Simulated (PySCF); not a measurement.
# BH6O2PSi: the cost of one run

Computed with PySCF 2.14.0 and routines of our own; the level stands in each step. Atoms count from 0.

### Step 1. The system as given

11 atoms, charge 0, multiplicity 1; geometry from: GFN2-xTB.

### Step 2. Optimising the geometry at PBE0-D3(BJ)/def2-SVP

What the job is given:

```
{"job": {"xc": "PBE0", "basis": "def2-SVP", "d3": "d3bj", "grid": 1, "kind": "geom"}, "charge": 0, "multiplicity": 1}
O     -0.955766    -1.191305    -0.935023
B     -0.690139    -0.309997     0.051499
P     -2.034861     0.273692     1.322348
O      0.543170     0.148632     0.214714
Si     2.085318     0.094560    -0.297665
H     -1.848672    -1.527023    -1.013872
H     -1.551565     1.556989     1.465393
H     -2.979864     0.647862     0.382363
H      2.180476    -0.385239    -1.674989
H      2.768016    -0.800067     0.635025
H      2.489311     1.494566    -0.175756
```

Run with:

```bash
$ OMP_NUM_THREADS=1 python excited_run.py task.json out
```

This one command runs all jobs of the session in turn.

**Question.** How long does this first job take on 1 thread of Arm Neoverse V2, shared host, and how much memory does it need?

About 47 s, with a peak of 0.49 GiB.
